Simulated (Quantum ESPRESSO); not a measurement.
A calculation with Quantum ESPRESSO 7.5 of AlSn (ASE script, structure typed inline):

File run.py:

```python
import numpy as np
from ase.calculators.espresso import Espresso, EspressoProfile
from ase import Atoms

atoms = Atoms(['Sn', 'Al'],
              cell=[[4.1981056157, 0.0, 0.0], [-2.0990528078, 3.6356661109, 0.0], [0.0, 0.0, 3.306847]],
              scaled_positions=[[0.3333333333, 0.6666666667, 0.5], [0.0, 0.0, 0.0]],
              pbc=True)

input_data = {
    'control': {'calculation': 'scf', 'prefix': 'pwscf', 'outdir': './tmp', 'tprnfor': True, 'tstress': True, 'disk_io': 'nowf'},
    'system': {'ecutwfc': 60.0, 'ecutrho': 480.0, 'nbnd': 15, 'occupations': 'smearing', 'smearing': 'fd', 'degauss': 0.00367493},
    'electrons': {'conv_thr': 4e-10, 'electron_maxstep': 120, 'mixing_beta': 0.5},
}
pseudopotentials = {'Al': 'Al.pbe-n-kjpaw_psl.1.0.0.UPF', 'Sn': 'Sn_pbe_v1.uspp.F.UPF'}
profile = EspressoProfile(command='pw.x', pseudo_dir='pseudo')
dft = Espresso(profile=profile, input_data=input_data, pseudopotentials=pseudopotentials, kpts=(7, 7, 8), koffset=(0, 0, 0))
atoms.calc = dft

print(f'energy {atoms.get_potential_energy():.8f} eV')
print('forces (eV/A)')
print(np.round(atoms.get_forces(), 6))
print('stress (eV/A^3, Voigt)')
print(np.round(atoms.get_stress(), 8))
print(f'Fermi level {dft.get_fermi_level():.4f} eV')
```

Potentials or basis: SSSP 1.3 efficiency PBE.

Command:

```sh
$ OMP_NUM_THREADS=1 python run.py
```

The cell comes from a database or a generator and needn't be the stable form of this composition.

Problem. Write the same calculation in another form: native input, structure typed inline.

Solution. As run:

Contents of pw.in:

```
&CONTROL
  calculation = 'scf'
  prefix = 'pwscf'
  outdir = './tmp'
  pseudo_dir = './pseudo'
  tprnfor = .true.
  tstress = .true.
  disk_io = 'low'
/
&SYSTEM
  ibrav = 0
  nat = 2
  ntyp = 2
  ecutwfc = 60
  ecutrho = 480
  nbnd = 15
  occupations = 'smearing'
  smearing = 'fd'
  degauss = 0.00367493
/
&ELECTRONS
  conv_thr = 4d-10
  electron_maxstep = 120
  mixing_beta = 0.5
/
ATOMIC_SPECIES
Sn   118.7100 Sn_pbe_v1.uspp.F.UPF
Al    26.9815 Al.pbe-n-kjpaw_psl.1.0.0.UPF
CELL_PARAMETERS angstrom
   4.1981056157    0.0000000000    0.0000000000
  -2.0990528078    3.6356661109    0.0000000000
   0.0000000000    0.0000000000    3.3068470000
ATOMIC_POSITIONS crystal
Sn     0.3333333333    0.6666666667    0.5000000000
Al     0.0000000000    0.0000000000    0.0000000000
K_POINTS automatic
7 7 8 0 0 0
```

The input pp_density.in:

```
&INPUTPP
  prefix = 'pwscf'
  outdir = './tmp'
  filplot = 'density.dat'
  plot_num = 0
/
&PLOT
  nfile = 1
  filepp(1) = 'density.dat'
  iflag = 3
  output_format = 6
  fileout = 'density.cube'
/
```

Contents of pp_potential.in:

```
&INPUTPP
  prefix = 'pwscf'
  outdir = './tmp'
  filplot = 'potential.dat'
  plot_num = 11
/
&PLOT
  nfile = 1
  filepp(1) = 'potential.dat'
  iflag = 3
  output_format = 6
  fileout = 'potential.cube'
/
```

Potentials or basis: SSSP 1.3 efficiency PBE.

Launch:

```bash
$ OMP_NUM_THREADS=1 pw.x -in pw.in > pw.out
$ OMP_NUM_THREADS=1 pp.x -in pp_density.in > pp_density.out
$ OMP_NUM_THREADS=1 pp.x -in pp_potential.in > pp_potential.out
```

Both were run:

|  | ASE script, structure typed inline | native input, structure typed inline |
| --- | --- | --- |
| Pressure | 0.3 GPa | 0.3 GPa |
| Band gap on the k mesh | none (metal or under the smearing width) | none (metal or under the smearing width) |

Keys that steer only the numerical path or the files written may differ.
